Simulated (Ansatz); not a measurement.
# AlF2HO: the cost of one run

Program: Ansatz 0.2.0. Level of theory: RKS PBE-D4/6-31G. These are calculated values, not measurements.

## (1) Starting point

Bond lengths: Al1–O2 1.780 Å, O2–H3 1.010 Å, Al1–F4 1.690 Å, Al1–F5 1.690 Å. Angles: Al1–O2–H3 109.5°, O2–Al1–F4 120.0°, O2–Al1–F5 120.0°, F4–Al1–F5 120.0°.

As a file:

```xyz
5

Al    0.0000    0.0000    0.0000
O     0.0000    0.0000    1.7800
H    -0.9095   -0.2814    2.1171
F     1.4635    0.0000   -0.8450
F    -1.4635    0.0000   -0.8450
```

## (2) Relaxing the start

input.yaml

```yaml
crystal:
  periodic: [false, false, false]
  atoms:
    - { symbol: Al, position_ang: [0.0, 0.0, 0.0] }
    - { symbol: O, position_ang: [0.0, 0.0, 1.78] }
    - { symbol: H, position_ang: [-0.9095, -0.2814, 2.1171] }
    - { symbol: F, position_ang: [1.4635, 0.0, -0.845] }
    - { symbol: F, position_ang: [-1.4635, 0.0, -0.845] }
basis:
  gaussian: { orbitals: "6-31G" }
hamiltonian:
  xc: pbe
  dispersion: d4
relax:
  f_tol: 0.02
  max_steps: 40
```

Run with:

```
ansatz run input.yaml --threads 1 --pin off --max-ram 2048MiB --backend cpu --events-out ev --progress --plain --runs-dir out
```

Q: Estimate wall time and peak memory on 1 thread of Arm Neoverse V1, shared host.

About 12 s, with a peak of 0.12 GiB.
